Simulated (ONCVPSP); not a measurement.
# Cu: the cost of one run

Program: ONCVPSP 4.0.1.1 (patched build). Reference atom: PBE, scalar-relativistic, spherical and spin-unpolarised. All values are calculated.

### Step 1. The atom and the settings

The settings as typed:

```json
{"element": "copper (Cu, Z = 29)", "type": "optimised norm-conserving Vanderbilt (ONCV)", "frozen core": "[Ne]", "valence charge": "19", "reference configuration": "3s2 3p6 3d9 (charge +2)", "partial waves": "3s: rc 1.15 bohr, ncon 3, nbas 6, qcut 10.1 1/bohr, 2 projectors, debl 1.5 Ha; 3p: rc 0.75 bohr, ncon 4, nbas 7, qcut 11.1 1/bohr, 2 projectors, debl 1.7 Ha; 3d: rc 1.10 bohr, ncon 3, nbas 8, qcut 11.8 1/bohr, 2 projectors, debl 1.8 Ha", "local potential": "polynomial inside 0.60 bohr (lpopt 5, dvloc0 6 Ha)", "core correction": "polynomial model core, fcfact 0.65"}
```

The outer shells as boxes (Hund's rule for the drawing; the calculation is spin-unpolarised):

```
[Ne] core
3s [↑↓]
3p [↑↓][↑↓][↑↓]
3d [↑↓][↑↓][↑↓][↑↓][↑ ]
```

### Step 2. Generating the potential

File Cu.dat:

```
# ATOM AND REFERENCE CONFIGURATION
# atsym  z   nc   nv     iexc    psfile
  Cu 29.00    3    3        4      upf
#
#   n    l    f
    1    0    2.00
    2    0    2.00
    2    1    6.00
    3    0    2.00
    3    1    6.00
    3    2    9.00
#
# PSEUDOPOTENTIAL AND OPTIMIZATION
# lmax
    2
#
#   l,   rc,      ep,       ncon, nbas, qcut
    0    1.15    0.00    3    6   10.10
    1    0.75    0.00    4    7   11.10
    2    1.10    0.00    3    8   11.80
#
# LOCAL POTENTIAL
# lloc, lpopt,  rc(5),   dvloc0
    4    5    0.60    6.00
#
# VANDERBILT-KLEINMAN-BYLANDER PROJECTORs
# l, nproj, debl
    0    2    1.50
    1    2    1.70
    2    2    1.80
#
# MODEL CORE CHARGE
# icmod, fcfact, rcfact
    1    0.65    0.00
#
# LOG DERIVATIVE ANALYSIS
# epsh1, epsh2, depsh
   -7.00    5.00    0.04
#
# OUTPUT GRID
# rlmax, drl
    6.00    0.01
#
# TEST CONFIGURATIONS
# ncnf
    4
# nvcnf
#   n    l    f
    4
    3    0    2.00
    3    1    6.00
    3    2   10.00
    4    0    1.00
#
    3
    3    0    2.00
    3    1    6.00
    3    2   10.00
#
    3
    3    0    2.00
    3    1    6.00
    3    2    8.00
#
    4
    3    0    2.00
    3    1    5.00
    3    2   10.00
    4    0    1.00
#
```

On the command line:

```console
$ oncvpsp.x < Cu.dat > Cu.out
```

**Question.** How long does this run take on 1 thread of Intel Xeon 6975P-C, shared host?

About 3.1 s.
